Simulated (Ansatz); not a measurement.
Consider a check of PAW against all-electron LAPW of MoPd, space group P-6m2 (Ansatz 0.2.0, Python API).

Script `paw_lapw.py`:
```python
"""PAW against all-electron LAPW for MoPd."""

import ansatz as az
import numpy as np
from pymatgen.core import Lattice, Structure
from pymatgen.io.ase import AseAtomsAdaptor
from tabulate import tabulate

FUNCTIONAL = "LDA"
KMESH = (7, 7, 4)
TOLERANCE = 1e-09
SIGMA = 0.1


def count_gap(report):
    # lowest empty less highest filled band, counting bands; zero where they overlap
    return max(report.get("gap_by_band_count_ev") or 0.0, 0.0)

pmg_structure = Structure(
    Lattice([[2.793896, 0.0, 0.0], [-1.396948, 2.419585, 0.0], [0.0, 0.0, 4.566371]]),
    ["Mo", "Pd"],
    [
        [2 / 3, 1 / 3, 0.5],
        [1 / 3, 2 / 3, 0.0],
    ],
)
crystal = az.Crystal.from_ase(AseAtomsAdaptor.get_atoms(pmg_structure))

model = (
    crystal.calculation()
    .functional(FUNCTIONAL)
    .kpoints(*KMESH, shift=0.5)
    .scf(tolerance=TOLERANCE, lower_state_search="off", self_checks="high")
    .occupations(az.OccupationsMethod.FERMI_DIRAC, width=SIGMA)
    .stress()
    .forces()
    .band_table()
)
variants = {
    "PAW": model.pseudopotentials("paw"),
    "LAPW": model.pseudopotentials("all_electron", lapw=True),
}
# totals differ by the cores that each treatment holds, so compare what does not depend on them
rows = []
for label, variant in variants.items():
    rep = variant.run(threads=1).report
    levels = np.array(rep["eigenvalues_ev"][0]) - rep["fermi_energy_ev"]
    print(label, "levels at the first k-point near E_F:", np.round(levels[np.abs(levels) < 5], 3))
    rows.append((label, rep["n_electrons"], np.trace(rep["stress_gpa"]) / 3, count_gap(rep)))
print(tabulate(rows, headers=["treatment", "electrons in bands", "P GPa", "gap by band count eV"], floatfmt=".4f", tablefmt="github"))
```

How well do the two treatments of the cores agree on the pressure?

PAW gives -15.509 GPa and LAPW -15.479 GPa, 0.030 GPa apart. They took 4.2 and 63.5 s of processor time.

The output:

```console
$ python paw_lapw.py
DeckWarning: basis.ecutwfc = 420 eV, auto-derived from the records' recommended cutoffs: set by Mo (normal level)
DeckWarning: crystal.symmetry: narrowed to the stabiliser of the k-point mesh — unitary ops 12 → 4; excluded 8 operations that carry a point of the 7×7×4 mesh (shift [0.5, 0.5, 0.5]) off the mesh (the run samples exactly the mesh kpoints.mp_grid names, as under crystal.symmetry.detect: false, and its converged state has the mesh's symmetry, not the crystal's; ε∞, the Born charges and the force constants of a linear response (`dielectric:` by the response, `phonons.method: dfpt`) are averaged [...]
DeckWarning: output.stress: scf.convergence.dr2_threshold = 1e-9 eV is looser than the 2e-10 eV advised for a printed stress (1e-10 eV for each atom of the cell: 2). What an SCF threshold leaves in a stress goes as its square root, and in the free energy as the threshold itself, and one threshold admits the most on a small cell: of the crystals measured, under no hybrid functional and no lock of the moments, on runs that ended without the residual-converged pass, on stresses that held no [...]
PAW levels at the first k-point near E_F: [-3.528 -2.945 -2.787 -2.418 -2.26  -0.858 -0.387 -0.012  2.173  3.465]
LAPW levels at the first k-point near E_F: [-3.535 -2.952 -2.789 -2.418 -2.261 -0.859 -0.387 -0.012  2.176  3.467]
| treatment   |   electrons in bands |    P GPa |   gap by band count eV |
|-------------|----------------------|----------|------------------------|
| PAW         |              32.0000 | -15.5088 |                 0.0000 |
| LAPW        |              58.0000 | -15.4792 |                 0.0000 |
```
(Warnings from the package without file and line, shortened.)

What to keep in mind:
- The settings weren't tested for convergence.
- Spin is left out of this run.
- The computed bands are complete only to about 2.2 eV above the Fermi level.
- For a metal this k-point mesh is coarse: on a finer one energies can move by several to tens of meV an atom and pressures by half a GPa or more, differences at one mesh by less.
- A gap by band count of zero or less means overlapping bands, a metal.
- At these settings the cell as given stands under about -15 GPa, so it isn't at this functional's equilibrium volume.
- This cell is a computed structure, which may not be the phase found in nature.
- Gaps and levels are Kohn-Sham values on a finite set of k-points, without spin-orbit coupling.
- Pressure is positive in compression; the treatments may keep other shells as core, so totals and counts of electrons can differ.
- The whole script took 70 s on 1 thread of Arm Neoverse N1, with other jobs on the host, peak memory 0.56 GiB.
